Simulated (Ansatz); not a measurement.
# Ti5B7N12: melt and quench

Aim: for Ti5B7N12, make an amorphous cell by melting and quenching in short dynamics.

Program: Ansatz 0.2.0. Level of theory: DFT PBE, scalar-relativistic, plane waves, PAW. These are calculated values, not measurements.

## 1. The system as given

The cell holds 24 atoms (B7N12Ti5): a = 6.067 Å, b = 6.189 Å, c = 6.166 Å, α = 90.90°, β = 87.36°, γ = 92.70°.

It is the last frame of an earlier stage of the same melt, run at 2880 K.

Coordinates:

```
Ti N B
1.0
     6.06378   -0.14374    0.14033
    -0.14374    6.18717   -0.04707
     0.14033   -0.04707    6.16406
Ti N B
5 12 7
Direct
  0.13687 0.28791 0.32063
  0.66675 0.34154 0.54996
  0.46970 0.69311 0.40309
  0.20210 0.58947 0.80045
  0.59804 0.38845 0.12604
  0.74514 0.76962 0.57543
  0.55697 0.77564 0.09574
  0.24818 0.30800 0.05339
  0.45659 0.48553 0.67219
  0.46846 0.21496 0.34126
  0.88922 0.46782 0.81005
  0.30380 0.92923 0.86421
  0.73280 0.08348 0.94307
  0.84518 0.47604 0.31553
  0.15816 0.60874 0.49758
  0.97020 0.12587 0.55337
  0.97494 0.94293 0.20908
  0.69655 0.62735 0.77900
  0.92000 0.69897 0.41703
  0.76106 0.92411 0.12730
  0.83978 0.95782 0.53055
  0.20419 0.12161 0.92266
  0.93732 0.20866 0.84469
  0.54074 0.94950 0.91802
```

## 2. Stage at 1600 K

One k point, a Fermi-Dirac width of 0.138 eV and a fixed cell.

input.yaml reads:

```yaml
crystal:
  lattice:
    - [6.063779, -0.143741, 0.140335]
    - [-0.143741, 6.18717, -0.047069]
    - [0.140335, -0.047069, 6.164055]
  atoms:
    - { symbol: Ti, position: [0.1368703785, 0.2879052236, 0.3206272443] }
    - { symbol: Ti, position: [0.666750184, 0.3415413875, 0.5499627223] }
    - { symbol: Ti, position: [0.4697004276, 0.6931121975, 0.4030893169] }
    - { symbol: Ti, position: [0.2021002822, 0.5894671271, 0.8004506946] }
    - { symbol: Ti, position: [0.5980370471, 0.3884469338, 0.1260431265] }
    - { symbol: "N", position: [0.7451373209, 0.7696230956, 0.5754309864] }
    - { symbol: "N", position: [0.5569681897, 0.7756429558, 0.095736526] }
    - { symbol: "N", position: [0.2481782991, 0.3079964487, 0.0533897818] }
    - { symbol: "N", position: [0.4565905535, 0.4855256176, 0.6721916518] }
    - { symbol: "N", position: [0.4684577696, 0.2149614475, 0.3412568761] }
    - { symbol: "N", position: [0.8892165451, 0.4678181731, 0.8100495926] }
    - { symbol: "N", position: [0.3038045431, 0.9292281454, 0.8642123225] }
    - { symbol: "N", position: [0.7328022747, 0.0834826204, 0.9430664277] }
    - { symbol: "N", position: [0.8451808376, 0.476041239, 0.3155265911] }
    - { symbol: "N", position: [0.1581584736, 0.6087412669, 0.4975833925] }
    - { symbol: "N", position: [0.9701962583, 0.1258667238, 0.5533723313] }
    - { symbol: "N", position: [0.9749392142, 0.9429264976, 0.2090784971] }
    - { symbol: B, position: [0.6965515293, 0.6273488942, 0.7789965678] }
    - { symbol: B, position: [0.9200011493, 0.6989733431, 0.4170331269] }
    - { symbol: B, position: [0.7610649597, 0.9241081615, 0.1273014908] }
    - { symbol: B, position: [0.8397783606, 0.9578206794, 0.5305544859] }
    - { symbol: B, position: [0.2041939906, 0.1216142781, 0.9226573913] }
    - { symbol: B, position: [0.9373195809, 0.2086555655, 0.8446863337] }
    - { symbol: B, position: [0.5407354624, 0.9495010309, 0.9180163013] }
  symmetry: { detect: false }
basis:
  ecutwfc: 420
  xc_grid: 1
kpoints:
  mp_grid: { grid: [1, 1, 1], shift: [0.25, 0.25, 0.25] }
hamiltonian:
  xc: pbe
scf:
  occupations: { method: fermi_dirac, width: 0.1379 }
  lower_state_search: "off"
  convergence: { dr2_threshold: 1.0e-05 }
output:
  forces: true
  stress: true
md:
  timestep: 1.5
  n_steps: 171
  ensemble: nvt_langevin
  friction: 0.03
  temperature: 1600.0
  initial_velocities: maxwell_boltzmann
  seed: 10842
```

The run is started by

```
$ ansatz run input.yaml --threads 2 --pin off --max-ram 5120MiB --backend cpu --events-out ev --progress --plain --runs-dir out
```

Standard output (excerpt; [...] marks lines left out):

```text
Warning: scf.convergence.dr2_threshold = 1e-5 eV is looser than this run's default, which is 1e-7 eV or tighter. The error in the forces grows as the threshold's square root, so leave the key out unless less accurate forces are enough
Warning: output.stress: scf.convergence.dr2_threshold = 1e-5 eV is looser than the 2.4e-9 eV advised for a printed stress (1e-10 eV for each atom of the cell: 24). What an SCF threshold leaves in a stress goes as its square root, and in the free energy as the threshold itself, and one [...]
Warning: RAYON_NUM_THREADS=2 ignored (pool sized by the plan → 2); use --threads N
band count auto-derived: 96 (N_el = 141.0; filled up to band 71; 95 by the electrons, moments and atoms)
[...]
Pseudopotentials: kind: paw
Pseudopotential: Ti, paw, valence charge 12, recommended cutoff 420 eV (normal), Ti.paw.azcp
Pseudopotential: N, paw, valence charge 5, recommended cutoff 420 eV (normal), N.paw.azcp
Pseudopotential: B, paw, valence charge 3, recommended cutoff 420 eV (normal), B.paw.azcp
Functional definition: PBE
[...]
Crystal: 24 atoms, lattice volume = 231.000 Å³
Basis set: ecut = 420 eV, 4527 PW (Γ)
Bands: 96, of which v1, the nominal top of the filled ones, is band 71 counted from 1 (70 counted from 0)
Symmetry: 1 space group operations
k-points: 1
[...]
SCF iter   1: F=—  HF=-18206.548230 eV  |F-HF|=—  |Δ(HF+E_count)|=         —  Δρ=1.54e-2  dr2=7.74e-1  ethr=1.77e-3  ⟨swp⟩=6.0  Hψ=403  notcnv=0
[...]
md step     0: t =     0.00 fs  T =  1533.3 K  F+E_penalty+E_count = -18206.43468681 eV  E_kin = 4.756768 eV  P_inst = 11.6219 GPa  (8 SCF iters)
[...]
md step    14: t =    21.00 fs  T =  2193.9 K  F+E_penalty+E_count = -18210.65997290 eV  E_kin = 6.806054 eV  P_inst = 7.6008 GPa  (5 SCF iters)
[...]
md step    28: t =    42.00 fs  T =  2172.8 K  F+E_penalty+E_count = -18210.95226188 eV  E_kin = 6.740671 eV  P_inst = 7.0337 GPa  (4 SCF iters)
[...]
md step    42: t =    63.00 fs  T =  1391.7 K  F+E_penalty+E_count = -18211.29628114 eV  E_kin = 4.317452 eV  P_inst = -1.5128 GPa  (4 SCF iters)
[...]
md step    56: t =    84.00 fs  T =  1628.4 K  F+E_penalty+E_count = -18213.69960101 eV  E_kin = 5.051740 eV  P_inst = -0.5562 GPa  (4 SCF iters)
md step    57: t =    85.50 fs  T =  1632.6 K  F+E_penalty+E_count = -18213.77227751 eV  E_kin = 5.064731 eV  P_inst = -0.2942 GPa  (4 SCF iters)
```

## 3. The log goes on: Langevin dynamics at 1600 K from the last frame before

Output, continued (excerpt; [...] marks lines left out):

```text
md step    58: t =    87.00 fs  T =  1596.4 K  F+E_penalty+E_count = -18213.72204933 eV  E_kin = 4.952425 eV  P_inst = 0.1097 GPa  (4 SCF iters)
[...]
md step    86: t =   129.00 fs  T =  1436.6 K  F+E_penalty+E_count = -18212.78984935 eV  E_kin = 4.456729 eV  P_inst = 3.6376 GPa  (4 SCF iters)
[...]
md step   114: t =   171.00 fs  T =  1861.7 K  F+E_penalty+E_count = -18213.01033626 eV  E_kin = 5.775477 eV  P_inst = 2.8844 GPa  (4 SCF iters)
[...]
md step   142: t =   213.00 fs  T =  1597.3 K  F+E_penalty+E_count = -18212.27509248 eV  E_kin = 4.955310 eV  P_inst = 2.6474 GPa  (4 SCF iters)
[...]
md step   170: t =   255.00 fs  T =  1351.6 K  F+E_penalty+E_count = -18212.41477967 eV  E_kin = 4.192850 eV  P_inst = -0.3907 GPa  (6 SCF iters)
[...]
md step   171: t =   256.50 fs  T =  1322.2 K  F+E_penalty+E_count = -18212.48771031 eV  E_kin = 4.101708 eV  P_inst = -0.8207 GPa  (6 SCF iters)
SCF converged after 6 iterations
Free energy (F): -18212.487710 eV
[...]
E sigma→0 (E₀):  -18212.267062 eV
Entropy (-TS):   -0.441297 eV (-18.387 meV/atom)
Fermi energy:    10.603647 eV
[...]
--- Forces (eV/Å), atoms counted from 1 ---
  atom   1  Ti    -0.69336696     1.57677930    -0.49980744
  atom   2  Ti    -2.81959484     3.43669368    -0.06044748
  atom   3  Ti     1.67106616     1.57599185     0.94315314
  atom   4  Ti     0.95770491    -0.05255098    -0.93619784
  atom   5  Ti     1.39541142    -0.05398784    -0.33080279
  atom   6  N      1.93963268    -0.01827568    -2.11752520
  atom   7  N     -1.08489512     0.68851918    -0.27577615
  atom   8  N      0.18692092     1.86344680     0.76929911
[...]
--- Stress (GPa, compression-positive) ---
        3.298383      -0.717172       3.870774
       -0.717173      -8.814503      -0.783527
        3.870787      -0.783524      -2.635641
  P = ⅓ Tr σ = -2.7173 GPa (-27.173 kbar)
--- MD trajectory: 171 steps, t = 0.0 → 256.5 fs ---
  final state: T = 1322.2 K   F+E_penalty+E_count = -18212.48771031 eV   E_kin = 4.101708 eV
```

It took 3.2 min on 2 threads of Arm Neoverse V2, shared host; peak memory 0.46 GiB.

## 4. Frames and traces

One step in 13; energies are changes from step 0; msd is the mean square displacement from the start, the centre of mass held:

| time (fs) | T (K) | potential energy change (meV/atom) | pressure (GPa) | msd B (Å²) | msd Ti (Å²) | msd N (Å²) |
| --- | --- | --- | --- | --- | --- | --- |
| 0.0 | 1533 | 0.0 | 11.6 | 0.000 | 0.000 | 0.000 |
| 19.5 | 2420 | -182.8 | 7.8 | 0.096 | 0.023 | 0.088 |
| 39.0 | 2186 | -181.2 | 6.7 | 0.180 | 0.077 | 0.148 |
| 58.5 | 1629 | -228.1 | -2.2 | 0.177 | 0.104 | 0.165 |
| 78.0 | 1695 | -261.9 | 0.6 | 0.124 | 0.162 | 0.159 |
| 97.5 | 1474 | -312.7 | 2.5 | 0.145 | 0.160 | 0.218 |
| 117.0 | 1568 | -242.7 | 3.1 | 0.094 | 0.198 | 0.246 |
| 136.5 | 1645 | -253.5 | 6.7 | 0.151 | 0.189 | 0.259 |
| 156.0 | 1613 | -220.5 | 6.4 | 0.233 | 0.178 | 0.216 |
| 175.5 | 1705 | -275.7 | 3.0 | 0.169 | 0.145 | 0.155 |
| 195.0 | 1519 | -241.0 | 4.7 | 0.171 | 0.150 | 0.156 |
| 214.5 | 1630 | -250.5 | 2.8 | 0.177 | 0.169 | 0.132 |
| 234.0 | 1824 | -216.9 | 3.4 | 0.247 | 0.206 | 0.154 |
| 253.5 | 1443 | -248.5 | 0.0 | 0.224 | 0.233 | 0.175 |
| 256.5 | 1322 | -252.2 | -0.8 | 0.218 | 0.238 | 0.177 |

time (fs), T (K) and a bar:
```
      0.0       1533 #########
     10.5       2284 ##############################
     22.5       2081 ########################
     33.0       2104 #########################
     45.0       2121 #########################
     55.5       1801 ################
     67.5       1630 ###########
     78.0       1695 #############
     88.5       1628 ###########
    100.5       1452 ######
    111.0       1703 #############
    123.0       1366 ####
    133.5       1776 ###############
    145.5       1336 ###
    156.0       1613 ###########
    168.0       1865 ##################
    178.5       1681 #############
    189.0       1345 ###
    201.0       1237 
    211.5       1681 #############
    223.5       1445 ######
    234.0       1824 #################
    246.0       1595 ##########
    256.5       1322 ##
```

Bonds that form or break, judged by distance (formed within 1.15 times the sum of covalent radii and held on average over 12 fs, broken when stretched by half; pairs already stretched at the start don't count as bonds):

| time (fs) | bond | event |
| --- | --- | --- |
| 12.0 | N17–B21 | forms |
| 220.5 | N6–B19 | breaks |

Pair distribution over the second half of the run:

| r (Å) | g N–N | g N–B | g Ti–N |
| --- | --- | --- | --- |
| 0.68 | 0.00 | 0.00 | 0.00 |
| 0.84 | 0.00 | 0.00 | 0.00 |
| 1.00 | 0.00 | 0.00 | 0.00 |
| 1.16 | 0.00 | 0.02 | 0.00 |
| 1.32 | 0.00 | 2.46 | 0.00 |
| 1.48 | 0.00 | 6.41 | 0.00 |
| 1.64 | 0.00 | 2.74 | 0.05 |
| 1.80 | 0.00 | 0.37 | 1.53 |
| 1.96 | 0.01 | 0.14 | 3.42 |
| 2.12 | 0.11 | 0.14 | 2.84 |
| 2.28 | 0.47 | 0.08 | 1.94 |
| 2.44 | 1.63 | 0.20 | 0.73 |
| 2.60 | 1.93 | 0.42 | 0.26 |
| 2.76 | 1.91 | 0.78 | 0.53 |
| 2.92 | 2.09 | 1.01 | 0.35 |

First peaks of g(r) (not always the tallest), and, where a minimum follows, the mean number of second-named atoms round a first-named one up to the next minimum:

| pair | peak (Å) | height | minimum (Å) | neighbours |
| --- | --- | --- | --- | --- |
| N–N | 2.60 | 1.9 | - | - |
| N–B | 1.48 | 6.4 | 2.04 | 1.7 |
| Ti–N | 1.96 | 3.4 | 2.60 | 4.9 |

## 5. Positions and forces

Extended XYZ, with forces in eV/Å:

```xyz
24
Lattice="6.064 -0.144 0.140 -0.144 6.187 -0.047 0.140 -0.047 6.164" Properties=species:S:1:pos:R:3:forces:R:3 pbc="T T T" time_fs=64.5 T=1343 dE=-4.8032
Ti    1.195    1.937    2.151   -0.132    0.793   -0.595
Ti    3.952    1.663    3.287    1.337    0.420   -1.103
Ti    2.889    4.505    2.601   -0.174    2.346   -3.559
Ti    1.463    3.650    5.008   -0.753    0.384    0.763
Ti    3.691    2.237    0.445    0.471    2.476    2.581
N     4.999    4.741    3.646   -0.355    1.226   -0.884
N     3.412    4.462    0.486    0.614    3.861   -0.460
N     1.769    2.027    0.005   -1.107    0.998   -0.012
N     3.132    3.338    3.954    2.208   -2.547    4.354
N     2.688    0.730    2.323    0.432   -0.771    0.246
N     5.451    2.841    5.382   -1.167    0.488   -1.844
N     1.712    5.728    5.429   -5.079    1.857   -2.253
N     4.605    0.502    6.086   -1.897   -3.353   -0.287
N     5.033    2.656    1.933    0.338    0.320    1.548
N     1.097    3.885    3.011   -0.231   -1.142   -0.782
N     6.159    0.964    3.770   -2.559   -2.898   -2.487
N     5.857    5.199    1.362    1.507    0.670    5.734
B     4.462    3.784    4.593    1.152   -1.773    0.540
B     5.805    3.900    2.602   -1.106   -0.161   -2.608
B     4.683    5.538    0.813   -3.239   -0.561   -3.652
B     5.618    5.869    2.968    0.124    0.796    0.961
B     1.060    0.935    5.626    3.198   -1.736    0.411
B     5.644    1.225    5.200    0.494    0.571    0.227
B     2.923    5.747    5.858    5.921   -2.261    3.160
24
Lattice="6.064 -0.144 0.140 -0.144 6.187 -0.047 0.140 -0.047 6.164" Properties=species:S:1:pos:R:3:forces:R:3 pbc="T T T" time_fs=129.0 T=1437 dE=-6.3552
Ti    1.355    1.922    2.090   -1.173   -0.060    0.413
Ti    3.835    1.776    3.166    3.302   -0.631   -0.333
Ti    2.918    4.776    2.534    1.866    0.876    0.119
Ti    1.509    3.881    4.918    1.662   -1.505   -0.683
Ti    3.750    2.722    0.465    0.587   -1.981   -0.325
N     4.925    4.639    3.595    1.027    0.273    0.063
N     3.560    4.710    0.567    1.378    1.286    0.071
N     2.020    1.736    0.309   -1.216    0.875    0.235
N     3.543    2.984    4.635   -2.513    1.032    0.058
N     2.647    0.364    2.743    0.308    1.745   -0.505
N     5.810    2.730    5.122    3.440    0.417    1.865
N     2.094    5.808    5.128    1.151   -1.634    0.364
N     4.593    0.581    6.234    2.028   -0.043   -1.474
N     5.299    2.752    1.826   -2.103   -2.675   -0.715
N     1.317    3.942    2.778   -1.817   -2.223    1.445
N     6.015    0.807    3.601   -0.631    2.406    1.702
N     6.005    5.367    1.613   -2.284    0.006   -2.070
B     4.913    3.647    4.701   -3.133    0.406   -3.593
B     5.866    3.876    2.378    1.562    2.731    0.804
B     4.831    5.627    0.747   -0.113    0.089    1.045
B     5.605    5.817    2.947   -0.460   -1.227    1.371
B     1.426    0.648    5.669    0.085    3.286    0.016
B     6.066    1.252    5.121   -0.963   -1.469   -1.291
B     3.416    5.893    5.757   -1.990   -1.982    1.418
24
Lattice="6.064 -0.144 0.140 -0.144 6.187 -0.047 0.140 -0.047 6.164" Properties=species:S:1:pos:R:3:forces:R:3 pbc="T T T" time_fs=192.0 T=1422 dE=-5.5842
Ti    1.342    1.802    2.141    0.680    1.814   -1.694
Ti    4.245    1.837    3.169   -0.864    1.589   -0.706
Ti    3.008    4.920    2.544    2.897    0.347   -0.333
Ti    1.669    3.852    4.850   -2.914    1.167    1.273
Ti    3.992    2.455    0.427    0.276    1.634   -0.509
N     4.802    4.998    3.673    1.051    0.353   -1.868
N     3.815    4.918    0.552   -2.889   -4.616    1.881
N     1.844    2.455   -0.082    0.108   -3.027    2.016
N     3.270    3.383    4.190    2.569   -1.655   -1.217
N     2.920    0.618    2.332    0.056    1.921   -0.002
N     5.569    2.912    5.023    0.752   -0.500    0.615
N     1.960    5.988    5.172    2.336    0.050    1.978
N     4.882    0.367    5.903   -2.747    2.118    0.525
N     5.464    2.920    1.738   -0.434   -0.081    0.985
N     1.476    4.065    2.877   -5.908   -1.827   -2.094
N     5.976    0.953    3.444    0.922    0.894    3.007
N     6.074    5.532    1.526    2.958   -0.996    1.976
B     4.662    3.782    4.401   -0.228    0.749   -0.280
B     6.187    4.140    2.211    1.310   -1.946   -0.175
B     5.048    5.622    0.675   -3.545    0.329   -2.644
B     5.573    5.925    2.837   -1.074   -1.961    2.074
B     1.334    1.135    5.560    2.647   -0.624   -0.511
B     5.827    0.990    5.133    2.640    3.557   -3.398
B     3.328    5.818    5.824   -0.598    0.709   -0.903
24
Lattice="6.064 -0.144 0.140 -0.144 6.187 -0.047 0.140 -0.047 6.164" Properties=species:S:1:pos:R:3:forces:R:3 pbc="T T T" time_fs=256.5 T=1322 dE=-6.0530
Ti    1.468    1.877    1.956   -0.693    1.577   -0.500
Ti    4.435    1.717    2.978   -2.820    3.437   -0.060
Ti    2.969    4.994    2.551    1.671    1.576    0.943
Ti    1.554    3.846    4.931    0.958   -0.053   -0.936
Ti    3.755    2.729    0.178    1.395   -0.054   -0.331
N     4.710    5.201    3.795    1.940   -0.018   -2.118
N     3.764    4.940    0.627   -1.085    0.689   -0.276
N     2.003    1.856    0.028    0.187    1.863    0.769
N     3.400    3.132    4.232   -0.250    0.933    0.424
N     2.750    0.744    2.487    2.025   -1.442    0.300
N     5.783    2.929    4.958   -0.177    2.821    0.331
N     2.153    5.888    5.012    0.214   -0.672    1.107
N     4.843    0.692    5.899   -0.965    0.093    1.450
N     5.463    2.915    1.841   -3.831   -1.726   -1.765
N     1.424    4.019    2.389    0.197   -1.824    0.920
N     6.101    1.081    3.414    2.499   -3.590    0.149
N     6.184    5.617    1.298    0.408   -2.029    3.540
B     4.646    3.965    4.418    0.817   -3.016   -1.104
B     6.288    3.979    1.715    1.581    3.172    1.147
B     4.922    5.880    0.809   -1.692    0.634   -2.951
B     5.744    5.897    2.907   -1.442   -0.191    0.419
B     1.445    0.881    5.340    1.897   -0.235    0.218
B     6.102    1.413    4.892   -2.348   -0.316    0.166
B     3.442    6.055    5.873   -0.486   -1.630   -1.844
```

## 6. The stages side by side

Means over the second half of each stage, earlier sessions' stages included (the first, hottest stages at a lower cutoff are left out); the pressure holds its kinetic part:

| thermostat (K) | duration (fs) | mean T (K) | mean P (GPa) | mean potential energy over the last stage (meV/atom) | largest msd at the end (Å²) | wall time |
| --- | --- | --- | --- | --- | --- | --- |
| 4000 | 375 | 3881 | 12.9 | 538 | 2.78 | 5.9 min |
| 2880 | 249 | 2893 | 5.8 | 231 | 1.34 | 3.8 min |
| 1600 | 256 | 1611 | 3.7 | 0 | 0.24 | 3.2 min |

## 7. Summary of results

| quantity | value |
| --- | --- |
| 1600 K: length | 171 steps of 1.5 fs |
| 1600 K: temperature, first and last step | 1533 and 1322 K |
| 1600 K: temperature, second half | mean 1611 K, from 1063 to 1976 K |

In words: Against a set 1600 K the second half averages 1611 K with a spread of 214 K (in equilibrium 24 atoms would scatter by about 267 K, over a far longer run). The thermostat is lowered by 2400 K within 506 fs (some 5×10^15 K/s), far faster than any real quench. Averages from a run of 256 fs with 24 atoms are rough.
